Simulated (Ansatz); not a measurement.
**C3H8AlFO: a ladder of functionals and wavefunction methods**

One table from this session's results is given with a row withheld; the runs are named, their logs left out.

The runs use Ansatz 0.2.0, Gaussian basis; functionals in def2-TZVPP, the program's frozen cores in correlated methods.

Plan: LDA (SPW92), PBE-D4, revPBE-D4, BLYP-D4, r2SCAN-D4, B97M-V, PBE0-D4, B3LYP-D4, r2SCANh-D4, r2SCAN0-D4, HSE06-D4, BHLYP-D4, CAM-B3LYP-D4, LC-ωPBE, ωB97X-V, ωB97M-V, B2PLYP, PBE-QIDH; CCSD(T)/def2-SVP; CCSD(T)/def2-TZVPP; MP2/def2-QZVPP; extrapolation to the limit; RPA on PBE.

## The geometry

The geometry comes from an earlier relaxation with PBE0-D4 in a triple-zeta def2 set; it is a stationary point, not always the lowest conformer.

SMILES `CC(C)[O][AlH][F]`, 14 atoms, charge 0, spin multiplicity 1.

Atoms are counted from 1 here; the program's logs count them from 0.

Bond lengths: C1–C2 1.517 Å, C1–H7 1.093 Å, C1–H8 1.093 Å, C1–H9 1.094 Å, C2–C3 1.515 Å, C2–O4 1.410 Å, C2–H10 1.099 Å, C3–H11 1.093 Å, C3–H12 1.091 Å, C3–H13 1.093 Å, O4–Al5 1.670 Å, Al5–F6 1.650 Å, Al5–H14 1.563 Å. Angles: C2–C1–H7 111.0°, C2–C1–H8 110.8°, C2–C1–H9 110.1°, H7–C1–H8 108.1°, H7–C1–H9 108.6°, H8–C1–H9 108.1°, C1–C2–C3 112.1°, C1–C2–O4 111.0°, C1–C2–H10 108.5°, C3–C2–O4 108.5°, C3–C2–H10 108.5°, O4–C2–H10 108.1°, C2–C3–H11 110.8°, C2–C3–H12 110.5°, C2–C3–H13 110.2°, H11–C3–H12 108.6°, H11–C3–H13 108.5°, H12–C3–H13 108.3° and more.

Set-up of the first run:

File in.yaml:

```yaml
crystal:
  periodic: [false, false, false]
  atoms:
    - {symbol: C, position_ang: [-0.331760, 0.274749, -1.316952]}
    - {symbol: C, position_ang: [-0.516936, -0.250748, 0.093720]}
    - {symbol: C, position_ang: [-0.444169, -1.762496, 0.153972]}
    - {symbol: O, position_ang: [0.458413, 0.280112, 0.962570]}
    - {symbol: Al, position_ang: [1.240597, 1.716064, 1.300827]}
    - {symbol: F, position_ang: [0.844860, 3.105452, 0.502885]}
    - {symbol: H, position_ang: [-0.387646, 1.365760, -1.338292]}
    - {symbol: H, position_ang: [-1.103708, -0.118658, -1.982606]}
    - {symbol: H, position_ang: [0.642793, -0.032635, -1.708074]}
    - {symbol: H, position_ang: [-1.504782, 0.065588, 0.456759]}
    - {symbol: H, position_ang: [-1.225515, -2.213309, -0.462456]}
    - {symbol: H, position_ang: [-0.568051, -2.109768, 1.181048]}
    - {symbol: H, position_ang: [0.527051, -2.108009, -0.209986]}
    - {symbol: H, position_ang: [2.355853, 1.758695, 2.395584]}
basis:
  gaussian: {orbitals: def2-TZVPP}
hamiltonian: {xc: lda}
output: {orbitals: {seedname: orbitals}}
```

Command:

```console
ansatz run in.yaml --threads 2 --pin off --events-out ev --progress --plain --max-ram 32768MiB --backend cuda --devices 0, --max-vram 18GiB
```

Among the steps run: LDA; PBE-D4 (GGA); revPBE-D4 (GGA); BLYP-D4 (GGA); r2SCAN-D4 (meta-GGA); B97M-V (meta-GGA); B3LYP-D4 (hybrid); r2SCANh-D4 (hybrid); r2SCAN0-D4 (hybrid); HSE06-D4 (hybrid); BHLYP-D4 (hybrid); CAM-B3LYP-D4 (range-separated); LC-ωPBE (range-separated); ωB97X-V (range-separated); ωB97M-V (range-separated); B2PLYP (double hybrid); PBE-QIDH (double hybrid).

One of the session's tables, all rows but one given; the rest of the session is left out.

It belongs to the step «Frontier levels by functional». 

| functional | HOMO (eV) | gap (eV) |
| --- | --- | --- |
| LDA (SPW92) | -6.96 | 5.56 |
| PBE-D4 | -6.81 | 5.63 |
| revPBE-D4 | -6.74 | 5.67 |
| BLYP-D4 | -6.73 | 5.63 |
| r2SCAN-D4 | ? | ? |
| B97M-V | -7.24 | 6.16 |
| PBE0-D4 | -8.27 | 7.87 |
| B3LYP-D4 | -8.07 | 7.41 |
| r2SCANh-D4 | -7.65 | 7.13 |
| r2SCAN0-D4 | -8.49 | 8.33 |
| HSE06-D4 | -7.87 | 7.10 |
| BHLYP-D4 | -9.71 | 10.00 |
| CAM-B3LYP-D4 | -9.75 | 10.20 |
| LC-ωPBE | -11.08 | 12.69 |
| ωB97X-V | -10.75 | 12.21 |
| ωB97M-V | -10.67 | 11.78 |

**Question.** Estimate the row for r2SCAN-D4.

Worked estimate for «HOMO (eV)». Against the share of exact exchange, r2SCANh-D4 (0.1, -7.65), r2SCAN0-D4 (0.25, -8.49) give a slope of -5.60 per unit share; at 0 the line stands at -7.09.

As computed: HOMO (eV): -7.10; gap (eV): 6.33. In «HOMO (eV)» the line misses by +0.01.
